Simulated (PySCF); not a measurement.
# C6H8FN: electronic structure in real space

For C6H8FN, the scripts below localise its valence orbitals, analyse its density (charges, bond critical points, surface potential) and see where an electron leaves and enters.

Computed with PySCF 2.14.0. Level: levels as typed in each script, gas phase, geometry from GFN2-xTB.

## 1. The system as given

SMILES `C=C(C)CC(F)C#N`, 16 atoms, charge 0, spin multiplicity 1.

Bond lengths: C1–C2 1.323 Å, C1–H9 1.076 Å, C1–H10 1.077 Å, C2–C3 1.495 Å, C2–C4 1.509 Å, C3–H11 1.090 Å, C3–H12 1.089 Å, C3–H13 1.086 Å, C4–C5 1.538 Å, C4–H14 1.092 Å, C4–H15 1.092 Å, C5–F6 1.380 Å, C5–C7 1.453 Å, C5–H16 1.100 Å, C7–N8 1.142 Å. Angles: C2–C1–H9 121.7°, C2–C1–H10 122.0°, H9–C1–H10 116.2°, C1–C2–C3 123.3°, C1–C2–C4 121.0°, C3–C2–C4 115.6°, C2–C3–H11 110.1°, C2–C3–H12 110.3°, C2–C3–H13 111.0°, H11–C3–H12 107.6°, H11–C3–H13 108.7°, H12–C3–H13 108.9°, C2–C4–C5 111.1°, C2–C4–H14 110.6°, C2–C4–H15 110.5°, C5–C4–H14 108.2°, C5–C4–H15 107.6°, H14–C4–H15 108.8° and more.

Geometry (Å):

```csv
atom,x (Å),y (Å),z (Å)
C1,2.1324,1.3253,-0.5188
C2,1.5656,0.3325,0.1477
C3,2.2520,-0.9660,0.4287
C4,0.1459,0.4415,0.6473
C5,-0.8512,-0.0744,-0.4043
F6,-0.7369,-1.4423,-0.5484
C7,-2.2096,0.2583,-0.0101
N8,-3.2657,0.5385,0.3214
H9,3.1378,1.2530,-0.8953
H10,1.6186,2.2531,-0.7089
H11,2.3543,-1.1101,1.5043
H12,1.6653,-1.7964,0.0388
H13,3.2400,-0.9900,-0.0220
H14,0.0141,-0.1453,1.5588
H15,-0.1066,1.4824,0.8588
H16,-0.6418,0.3617,-1.3926
```

## 2. Localised orbitals (TPSS/def2-svp)

File input.py:

```python
import numpy as np
from pyscf import gto, scf, dft, lo
from pyscf.data.elements import chemcore

def solve(mol, dm0=None, hcore=None):
    mf = (dft.UKS if mol.spin else dft.RKS)(mol, xc='tpss')
    mf.grids.level = 3
    mf = mf.density_fit(auxbasis='def2-universal-jkfit')
    mf.conv_tol, mf.max_cycle = 1e-8, 80
    if hcore is not None:
        mf.get_hcore = lambda *args: hcore
    mf.kernel(dm0)
    if not mf.converged:
        mf = mf.newton().run(mf.mo_coeff, mf.mo_occ, max_cycle=30)
    assert mf.converged, 'SCF not converged'
    return mf

mol = gto.M(atom='''
C      2.13241     1.32528    -0.51879
C      1.56558     0.33253     0.14772
C      2.25201    -0.96599     0.42874
C      0.14589     0.44148     0.64733
C     -0.85121    -0.07444    -0.40432
F     -0.73693    -1.44227    -0.54839
C     -2.20963     0.25826    -0.01006
N     -3.26566     0.53849     0.32142
H      3.13784     1.25303    -0.89526
H      1.61864     2.25312    -0.70891
H      2.35427    -1.11015     1.50427
H      1.66528    -1.79639     0.03878
H      3.23997    -0.99002    -0.02202
H      0.01410    -0.14531     1.55876
H     -0.10657     1.48236     0.85875
H     -0.64183     0.36169    -1.39257
''', basis='def2-svp', charge=0, spin=0, verbose=4)
mf = solve(mol)
occ_all = mf.mo_coeff[:, mf.mo_occ > 0]
occ = occ_all[:, chemcore(mol):]
loc = lo.ibo.ibo(mol, occ, iaos=lo.iao.iao(mol, occ_all))
fock, s = mf.get_fock(), mf.get_ovlp()
ortho = lo.orth_ao(mol, 'meta_lowdin')
ortho = lo.vec_lowdin(lo.iao.iao(mol, occ_all), s)
labels = lo.iao.reference_mol(mol).ao_labels(fmt=None)
vir = lo.vvo.livvo(mol, occ_all, mf.mo_coeff[:, mf.mo_occ == 0])
both = np.hstack([loc, vir])
p = (ortho.T @ s @ both) ** 2
pop = np.array([p[[l[0] == a for l in labels]].sum(0) for a in range(mol.natm)])
spd = np.array([[p[[l[0] == a and l[2][-1] == k for l in labels]].sum(0) for k in 'spd'] for a in range(mol.natm)])
eps = np.einsum('pi,pq,qi->i', both, fock, both)
for i in np.argsort(eps):
    top = np.argsort(-pop[:, i])[:3]
    print('%3d %s %9.4f Eh ' % (i + 1, 'occ' if i < loc.shape[1] else 'vir', eps[i]), '  '.join('%s%d %.3f' % (mol.atom_symbol(a), a + 1, pop[a, i]) for a in top))
np.savez('result.npz', c=both, nocc=loc.shape[1], pop=pop, spd=spd, eps=eps, e=mf.e_tot)
```

Command:

```sh
$ OMP_NUM_THREADS=1 python input.py
```

## 4. Density, bond paths and surface potential (wB97X/6-311g**)

File input.py:

```python
import numpy as np
from pyscf import gto, scf, dft
from pyscf.scf import atom_ks, atom_hf
from scipy.linalg import block_diag

def solve(mol, dm0=None, hcore=None):
    mf = (dft.UKS if mol.spin else dft.RKS)(mol, xc='wb97x')
    mf.grids.level = 3
    mf = mf.density_fit(auxbasis='def2-universal-jkfit')
    mf.conv_tol, mf.max_cycle = 1e-8, 80
    if hcore is not None:
        mf.get_hcore = lambda *args: hcore
    mf.kernel(dm0)
    if not mf.converged:
        mf = mf.newton().run(mf.mo_coeff, mf.mo_occ, max_cycle=30)
    assert mf.converged, 'SCF not converged'
    return mf

mol = gto.M(atom='''
C      2.13241     1.32528    -0.51879
C      1.56558     0.33253     0.14772
C      2.25201    -0.96599     0.42874
C      0.14589     0.44148     0.64733
C     -0.85121    -0.07444    -0.40432
F     -0.73693    -1.44227    -0.54839
C     -2.20963     0.25826    -0.01006
N     -3.26566     0.53849     0.32142
H      3.13784     1.25303    -0.89526
H      1.61864     2.25312    -0.70891
H      2.35427    -1.11015     1.50427
H      1.66528    -1.79639     0.03878
H      3.23997    -0.99002    -0.02202
H      0.01410    -0.14531     1.55876
H     -0.10657     1.48236     0.85875
H     -0.64183     0.36169    -1.39257
''', basis='6-311g**', charge=0, spin=0, verbose=4)
mf = solve(mol)
mf.analyze()
# spherically averaged free atoms, for the promolecule
atm = atom_ks.get_atm_nrks(mol, xc='wb97x')
pro = block_diag(*[(atm[a[0]][2] * atm[a[0]][3]) @ atm[a[0]][2].T for a in mol._atom])
np.savez('result.npz', e=mf.e_tot, c=mf.mo_coeff, occ=mf.mo_occ, eps=mf.mo_energy, pro=pro, dip=mf.dip_moment(verbose=0), s2=mf.spin_square()[0])
```

## 6. Removing and adding an electron (r2SCAN/6-31+g*)

File input.py:

```python
import numpy as np
from pyscf import gto, scf, dft
from pyscf.scf import atom_ks, atom_hf
from scipy.linalg import block_diag

def solve(mol, dm0=None, hcore=None):
    mf = (dft.UKS if mol.spin else dft.RKS)(mol, xc='r2scan')
    mf.grids.level = 3
    mf = mf.density_fit(auxbasis='def2-universal-jkfit')
    mf.conv_tol, mf.max_cycle = 1e-8, 80
    if hcore is not None:
        mf.get_hcore = lambda *args: hcore
    mf.kernel(dm0)
    if not mf.converged:
        mf = mf.newton().run(mf.mo_coeff, mf.mo_occ, max_cycle=30)
    assert mf.converged, 'SCF not converged'
    return mf

mol = gto.M(atom='''
C      2.13241     1.32528    -0.51879
C      1.56558     0.33253     0.14772
C      2.25201    -0.96599     0.42874
C      0.14589     0.44148     0.64733
C     -0.85121    -0.07444    -0.40432
F     -0.73693    -1.44227    -0.54839
C     -2.20963     0.25826    -0.01006
N     -3.26566     0.53849     0.32142
H      3.13784     1.25303    -0.89526
H      1.61864     2.25312    -0.70891
H      2.35427    -1.11015     1.50427
H      1.66528    -1.79639     0.03878
H      3.23997    -0.99002    -0.02202
H      0.01410    -0.14531     1.55876
H     -0.10657     1.48236     0.85875
H     -0.64183     0.36169    -1.39257
''', basis='6-31+g*', charge=0, spin=0, verbose=4)
mf = solve(mol)
out = dict(e0=mf.e_tot, dm0=mf.make_rdm1(), c=mf.mo_coeff, occ=mf.mo_occ, eps=mf.mo_energy)
for name, dq, spin in [('cation', 1, 1), ('anion', -1, 1)]:
    ion = mol.copy().set(charge=mol.charge + dq, spin=spin).build()
    mi = solve(ion)
    if spin and dq > 0 and mol.nao < 130:
        c, _, stable, _ = mi.stability(return_status=True)
        if not stable:
            mi = solve(ion, mi.make_rdm1(c, mi.mo_occ))
    print(name, 'vertical energy change / eV', (mi.e_tot - mf.e_tot) * 27.211386)
    out.update({'e_' + name: mi.e_tot, 'dm_' + name: mi.make_rdm1(), 's2_' + name: mi.spin_square()[0], 'eps_' + name: mi.mo_energy, 'occ_' + name: mi.mo_occ})
# spherically averaged free atoms, for the promolecule
atm = atom_ks.get_atm_nrks(mol, xc='r2scan')
pro = block_diag(*[(atm[a[0]][2] * atm[a[0]][3]) @ atm[a[0]][2].T for a in mol._atom])
np.savez('result.npz', pro=pro, **out)
```

(Steps that only read results are left out.)

Before running it: what results should come out? Wanted: dipole moment; HOMO, LUMO; vertical ionisation energy.

The runs gave:

| quantity | value |
| --- | --- |
| localised occupied orbitals above −45 eV (TPSS/def2-svp) | 22 |
| dipole moment (wB97X/6-311g**) | 3.44 D |
| HOMO, LUMO (wB97X/6-311g**) | -10.02, 1.99 eV |
| vertical ionisation energy (r2SCAN/6-31+g*) | 9.57 eV |

What this shows: At wB97X/6-311g**: The highest Hirshfeld charge is on C5 (+0.09 e), the lowest on N8 (−0.20 e). The ionisation energy from two SCF runs, 9.57 eV, lies 2.8 eV above −ε(HOMO) = 6.75 eV of the same level, r2SCAN/6-31+g*, since self-interaction lifts this functional's HOMO. The geometry was not optimised at these levels.
